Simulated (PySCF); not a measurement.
# BrH5OSi2: the cost of one run

The runs use PySCF 2.14.0, with density-fitted response routines of our own; the level of theory stands in each step. All values are computed, except where a source is named. Atoms are numbered from 0 throughout.

### 1 The starting structure

9 atoms, charge 0, multiplicity 1; geometry from: GFN2-xTB. The atoms were then displaced at random by about 0.01 Å, so the start is not that level's minimum.

Bonds of the start (Å): Si0–O1 1.61, O1–Si2 1.59, Si2–Br3 2.21, Si0–H4 1.49, Si0–H5 1.45, Si0–H6 1.44, Si2–H7 1.47, Si2–H8 1.48.

### 2 Optimising the geometry at PBE0-D3(BJ)/def2-SVP

The job: settings as JSON, then the geometry in Å.

```
{"job": {"xc": "PBE0", "basis": "def2-SVP", "d3": "d3bj", "grid": 1, "shake": 0.01, "kind": "geom"}, "charge": 0, "multiplicity": 1}
Si    -1.589630    -0.154100    -0.178350
O     -0.105080     0.253360     0.295590
Si     1.482440     0.277930     0.328500
Br     2.260560    -1.146530    -1.175980
H     -2.159420     1.121530    -0.693530
H     -2.247270    -0.605260     1.037560
H     -1.483660    -1.152440    -1.216890
H      1.970640     1.600110    -0.079400
H      1.929230    -0.211780     1.648760
```

Run with:

```bash
OMP_NUM_THREADS=1 python probes_run.py task.json out
```

This one command runs all jobs of the session in turn.

**Question.** How long does this first job take on 1 thread of Arm Neoverse V2, shared host, and how much memory does it need?

About 42 s, with a peak of 0.43 GiB.
